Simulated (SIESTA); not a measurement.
# HPbNO4 (P2_1/m) in SIESTA: equation of state, part 2 of 2

SIESTA 5.4.2.

### 4 Single point, PBE, 14.77 Å³/atom

HPbNO4.fdf reads:

```
SystemName                      HPbNO4
SystemLabel                     HPbNO4
NumberOfSpecies                 4
NumberOfAtoms                   14
%block ChemicalSpeciesLabel
  1   1 H
  2  82 Pb
  3   7 N
  4   8 O
%endblock ChemicalSpeciesLabel

LatticeConstant                 1.0 Ang
%block LatticeVectors
     6.8127365996     0.0000000000     0.0000000000
     0.0000000000     4.2002689435     0.0000000000
    -3.3682508579     0.0000000000     7.2257657772
%endblock LatticeVectors
AtomicCoordinatesFormat         Fractional
%block AtomicCoordinatesAndAtomicSpecies
     0.2254900000     0.7500000000     0.5073000000  1  H
     0.7745100000     0.2500000000     0.4927000000  1  H
     0.3022900000     0.2500000000     0.2849400000  2  Pb
     0.6977100000     0.7500000000     0.7150600000  2  Pb
     0.2148400000     0.7500000000     0.8356700000  3  N
     0.7851600000     0.2500000000     0.1643300000  3  N
     0.3307800000     0.7500000000     0.4533800000  4  O
     0.4090900000     0.7500000000     0.8690100000  4  O
     0.1550800000     0.7500000000     0.9653700000  4  O
     0.0708300000     0.7500000000     0.6695500000  4  O
     0.6692200000     0.2500000000     0.5466100000  4  O
     0.5909100000     0.2500000000     0.1309900000  4  O
     0.8449200000     0.2500000000     0.0346300000  4  O
     0.9291700000     0.2500000000     0.3304500000  4  O
%endblock AtomicCoordinatesAndAtomicSpecies

%block kgrid.MonkhorstPack
    5   0   0  0.0
    0   6   0  0.0
    0   0   4  0.0
%endblock kgrid.MonkhorstPack
XC.Functional                   GGA
XC.Authors                      PBE
PAO.BasisSize                   DZP
PAO.EnergyShift                 0.003 Ry
Mesh.Cutoff                     800 Ry
OccupationFunction              FD
ElectronicTemperature           0.05 eV
MaxSCFIterations                120
SCF.MustConverge                false
SCF.Mixer.Method                Pulay
SCF.Mixer.Weight                0.25
SCF.Mixer.History               8
SCF.DM.Tolerance                5.0e-05
SCF.H.Tolerance                 1.0e-03 eV
WriteForces                     true
Charge.Mulliken                 end
%block PAO.Basis
  Pb 4
  n=6 0 2
    6.167 0.000
  n=6 1 2
    8.915 0.000
  n=5 2 2
    4.155 0.000
  n=6 2 1
    8.915
%endblock PAO.Basis
Diag.ParallelOverK              true
```

Potentials or basis: PseudoDojo 0.4 standard (PBE files), DZP (energy shift 0.003 Ry; two zetas on semicore shells).

Run with:

```sh
mpirun -n 4 siesta HPbNO4.fdf > HPbNO4.out 2>&1
```

HPbNO4.out:

```text
Version         : 5.4.2

[... 6 lines left out ...]
 NOTE: Please see the manual for full details and compatibility measures.

reinit: Reading from file HPbNO4.fdf

reinit: -----------------------------------------------------------------------
reinit: System Name: HPbNO4
reinit: -----------------------------------------------------------------------
reinit: System Label: HPbNO4
reinit: -----------------------------------------------------------------------

initatom: Reading input for the pseudopotentials and atomic orbitals ----------
Species number:   1 Atomic number:    1 Label: H
Species number:   2 Atomic number:   82 Label: Pb
Species number:   3 Atomic number:    7 Label: N
Species number:   4 Atomic number:    8 Label: O

Ground state valence configuration (from tables):   1s01  2p00  3d00  4f00
Ground state valence configuration (from tables):   6s02  6p02  6d00  5f00
Ground state valence configuration (from tables):   2s02  2p03  3d00  4f00
Ground state valence configuration (from tables):   2s02  2p04  3d00  4f00

---- Processing specs for species: H
Reading pseudopotential information in PSML from:
  H.psml
PSML file version: 1.1
Using libxc ids:  101 130
GGA--PBE XC_GGA_X_PBE--XC_GGA_C_PBE pb

---- Processing specs for species: Pb
Reading pseudopotential information in PSML from:
  Pb.psml
PSML file version: 1.1
Using libxc ids:  101 130
GGA--PBE XC_GGA_X_PBE--XC_GGA_C_PBE pb
Semicore shell(s) with 10 electrons included in the valence for Pb

---- Processing specs for species: N
Reading pseudopotential information in PSML from:
  N.psml
PSML file version: 1.1
Using libxc ids:  101 130
GGA--PBE XC_GGA_X_PBE--XC_GGA_C_PBE pb

---- Processing specs for species: O
Reading pseudopotential information in PSML from:
  O.psml
PSML file version: 1.1
Using libxc ids:  101 130
GGA--PBE XC_GGA_X_PBE--XC_GGA_C_PBE pb

---- Pseudopotential check for Pb

Pseudized shells:
6s( 2.00) rc: 2.40
6p( 2.00) rc: 2.40
5d(10.00) rc: 2.10
Valence configuration for ps generation: 5d:6s:6p: Total charge:  14.000000
Semicore shell(s): 5d

---- Pseudopotential check for H

Pseudized shells:
1s( 1.00) rc: 1.00
2p( 0.00) rc: 0.70
Valence configuration for ps generation: 1s: Total charge:   1.000000

---- Pseudopotential check for N

Pseudized shells:
[... 897 lines left out ...]
siesta:     12   -1.934305   -0.000000   -0.462071
siesta:     13    1.244797    0.000000   -1.386393
siesta:     14    0.507901    0.000000    1.640390
siesta: ----------------------------------------
siesta:    Tot   -0.000015   -0.000000    0.000030

siesta: Stress tensor (static) (eV/Ang**3):
siesta:    -0.045202   -0.000000    0.001739
siesta:     0.000000   -0.005894    0.000000
siesta:     0.001738   -0.000000   -0.036871

siesta: Cell volume =        206.767643 Ang**3

siesta: Pressure (static):
siesta:                Solid            Molecule  Units
siesta:           0.00031936          0.00001352  Ry/Bohr**3
siesta:           0.02932243          0.00124134  eV/Ang**3
siesta:          46.97970460          1.98885010  kBar

Basis Enthalpy Calculation:
    Basis Pressure for species 1(H) :      0.2000000 GPa
    Basis Pressure for species 2(Pb) :      0.2000000 GPa
    Basis Pressure for species 3(N) :      0.2000000 GPa
    Basis Pressure for species 4(O) :      0.2000000 GPa

    Orbital volume contribution        =           7.018837 eV
    (Free)E + p_basis*V_orbitals       =       -8009.336535 eV
    (Free)Eharris+ p_basis*V_orbitals  =       -8009.336535 eV

mulliken: Atomic and Orbital Populations:

Species: H
Atom  Qatom  Qorb
               1s      1s      2Ppy    2Ppz    2Ppx
   1  1.102   0.645   0.259   0.054   0.063   0.081
   2  1.102   0.645   0.259   0.054   0.063   0.081

Species: Pb
Atom  Qatom  Qorb
               6s      6s      6py     6pz     6px     6py     6pz     6px
               5dxy    5dyz    5dz2    5dxz    5dx2-y2 5dxy    5dyz    5dz2
               5dxz    5dx2-y2 6dxy    6dyz    6dz2    6dxz    6dx2-y2
   3 13.060   1.909   0.075   0.157   0.185   0.146   0.128   0.139   0.129
              1.952   1.946   1.952   1.947   1.943   0.053   0.056   0.051

              0.054   0.058   0.028   0.025   0.048   0.033   0.045
   4 13.060   1.909   0.075   0.157   0.185   0.146   0.128   0.139   0.129
              1.952   1.946   1.952   1.947   1.943   0.053   0.056   0.051

              0.054   0.058   0.028   0.025   0.048   0.033   0.045

Species: N
Atom  Qatom  Qorb
               2s      2s      2py     2pz     2px     2py     2pz     2px
               3Pdxy   3Pdyz   3Pdz2   3Pdxz   3Pdx2-y2
   5  4.809   0.572   0.546   0.549   0.540   0.632   0.576   0.482   0.405
              0.092   0.086   0.118   0.157   0.053
   6  4.809   0.572   0.546   0.549   0.540   0.632   0.576   0.482   0.405
              0.092   0.086   0.118   0.157   0.053

Species: O
Atom  Qatom  Qorb
               2s      2s      2py     2pz     2px     2py     2pz     2px
               3Pdxy   3Pdyz   3Pdz2   3Pdxz   3Pdx2-y2
   7  6.472   1.646   0.064   1.910   1.799   1.121  -0.221  -0.136   0.265
              0.003   0.005   0.004   0.006   0.006
   8  6.137   1.599   0.130   1.347   1.741   0.831   0.123   0.018   0.297
              0.017   0.002   0.007   0.009   0.015
   9  6.212   1.635   0.110   1.492   1.281   1.370   0.039   0.131   0.106
              0.008   0.010   0.006   0.019   0.004
  10  6.209   1.653   0.103   1.496   0.879   1.718   0.056   0.290  -0.034
              0.002   0.015   0.018   0.011   0.002
  11  6.472   1.646   0.065   1.910   1.799   1.121  -0.221  -0.136   0.265
              0.003   0.005   0.004   0.006   0.006
  12  6.137   1.599   0.130   1.347   1.741   0.831   0.123   0.018   0.297
              0.017   0.002   0.007   0.009   0.015
  13  6.212   1.635   0.110   1.492   1.281   1.370   0.039   0.131   0.106
              0.008   0.010   0.006   0.019   0.004
  14  6.209   1.653   0.103   1.496   0.879   1.718   0.056   0.290  -0.034
              0.002   0.015   0.018   0.011   0.002

mulliken: Qtot =       88.000

Mulliken Atomic Populations:
Atom #   charge [q] valence [e]  Species
     1    -0.101520    1.101520  H
     2    -0.101564    1.101564  H
     3     0.939831   13.060169  Pb
     4     0.939833   13.060167  Pb
     5     0.191220    4.808780  N
     6     0.191220    4.808780  N
     7    -0.471936    6.471936  O
     8    -0.136841    6.136841  O
     9    -0.211690    6.211690  O
    10    -0.209065    6.209065  O
    11    -0.471891    6.471891  O
    12    -0.136840    6.136840  O
    13    -0.211694    6.211694  O
    14    -0.209065    6.209065  O
 Total     0.000000

Job completed
```

Run time: 32 s. Hardware: 4 MPI ranks of Arm Neoverse V2, shared host; peak memory 0.39 GiB.

Results:

| Item | Value |
| --- | --- |
| Free energy | -8016.3554 eV |
| Pressure | 4.7 GPa |
| Largest force | 1.989 eV/Å |
| Band gap on the k mesh | 3.08 eV, indirect (least direct gap 3.25 eV) |

Caveat: spin-orbit coupling is left out, which as a rule narrows the gap of such compounds by several tenths of an eV; an odd mesh through Γ misses points on the zone boundary, where band edges often lie; the basis of atomic orbitals isn't converged, which shifts pressures, moduli and gaps; forces of over 1 eV/Å show positions far from the minimum, so gaps and moduli don't describe the material at rest.

### 5 Single point, PBE, 15.37 Å³/atom

Changes to HPbNO4.fdf since step 4:

```diff
@@ -13,5 +13,5 @@
 %block LatticeVectors
-     6.8127365996     0.0000000000     0.0000000000
-     0.0000000000     4.2002689435     0.0000000000
-    -3.3682508579     0.0000000000     7.2257657772
+     6.9041936416     0.0000000000     0.0000000000
+     0.0000000000     4.2566551208     0.0000000000
+    -3.4134676743     0.0000000000     7.3227674967
 %endblock LatticeVectors
```

Run with:

```sh
mpirun -n 4 siesta HPbNO4.fdf > HPbNO4.out 2>&1
```

Wall time 34 s (4 MPI ranks of Arm Neoverse V2, shared host); peak memory 0.4 GiB.

The run converged. Its results:

```
Free energy            : -8016.4959 eV
Pressure               : 0.8 GPa
Largest force          : 0.805 eV/Å
Band gap on the k mesh : 3.04 eV, indirect (least direct gap 3.14 eV)
```

Caveat: spin-orbit coupling is left out, which as a rule narrows the gap of such compounds by several tenths of an eV; an odd mesh through Γ misses points on the zone boundary, where band edges often lie; the basis of atomic orbitals isn't converged, which shifts pressures, moduli and gaps.

### 6 Single point, PBE, 15.67 Å³/atom

Changes to HPbNO4.fdf since step 5:

```diff
@@ -13,5 +13,5 @@
 %block LatticeVectors
-     6.9041936416     0.0000000000     0.0000000000
-     0.0000000000     4.2566551208     0.0000000000
-    -3.4134676743     0.0000000000     7.3227674967
+     6.9490273241     0.0000000000     0.0000000000
+     0.0000000000     4.2842965130     0.0000000000
+    -3.4356336699     0.0000000000     7.3703192674
 %endblock LatticeVectors
```

Potentials or basis: PseudoDojo 0.4 standard (PBE files), DZP (energy shift 0.003 Ry; two zetas on semicore shells).

Run with:

```sh
mpirun -n 4 siesta HPbNO4.fdf > HPbNO4.out 2>&1
```

Wall time 32 s (4 MPI ranks of Arm Neoverse V2, shared host); peak memory 0.4 GiB.

The run converged. Its results:

- Free energy: -8016.4937 eV
- Pressure: -0.9 GPa
- Largest force: 0.338 eV/Å
- Band gap on the k mesh: 3.00 eV, indirect (least direct gap 3.09 eV)

Caveat: spin-orbit coupling is left out, which as a rule narrows the gap of such compounds by several tenths of an eV; an odd mesh through Γ misses points on the zone boundary, where band edges often lie; the basis of atomic orbitals isn't converged, which shifts pressures, moduli and gaps.

### 7 Single point, PBE, 15.97 Å³/atom

Changes to HPbNO4.fdf since step 6:

```diff
@@ -13,5 +13,5 @@
 %block LatticeVectors
-     6.9490273241     0.0000000000     0.0000000000
-     0.0000000000     4.2842965130     0.0000000000
-    -3.4356336699     0.0000000000     7.3703192674
+     6.9932898380     0.0000000000     0.0000000000
+     0.0000000000     4.3115857615     0.0000000000
+    -3.4575172770     0.0000000000     7.4172652419
 %endblock LatticeVectors
```

Run with:

```sh
mpirun -n 4 siesta HPbNO4.fdf > HPbNO4.out 2>&1
```

Wall time 31 s (4 MPI ranks of Arm Neoverse V2, shared host); peak memory 0.4 GiB.

It converged, with:

```yaml
Free_energy: -8016.4491 eV
Pressure: -2.5 GPa
Largest_force: 0.266 eV/Å
Band_gap_on_the_k_mesh: 2.96 eV, indirect (least direct gap 3.04 eV)
```

Caveat: spin-orbit coupling is left out, which as a rule narrows the gap of such compounds by several tenths of an eV; an odd mesh through Γ misses points on the zone boundary, where band edges often lie; the basis of atomic orbitals isn't converged, which shifts pressures, moduli and gaps.

### 8 Equation of state, PBE

Potentials or basis: PseudoDojo 0.4 standard (PBE files), DZP (energy shift 0.003 Ry; two zetas on semicore shells).

This step only gathers the single runs of the series.

Results:

| Property | Result |
| --- | --- |
| Equilibrium volume | 15.51 Å³/atom |
| Bulk modulus at fixed shape and positions | 87 GPa |
| Pressure derivative of the bulk modulus | 4.2 |

Energy against volume, from the lowest point:
```csv
volume (Å³/atom),energy (meV/atom)
14.166,36.52
14.468,21.00
14.769,10.04
15.071,3.18
15.372,0.00
15.673,0.15
15.975,3.35
```

Caveat: the cell was scaled at fixed shape and fractional positions, which overstates the stiffness of a crystal with free parameters, most of all of layers and chains; the basis of atomic orbitals isn't converged, which shifts pressures, moduli and gaps.
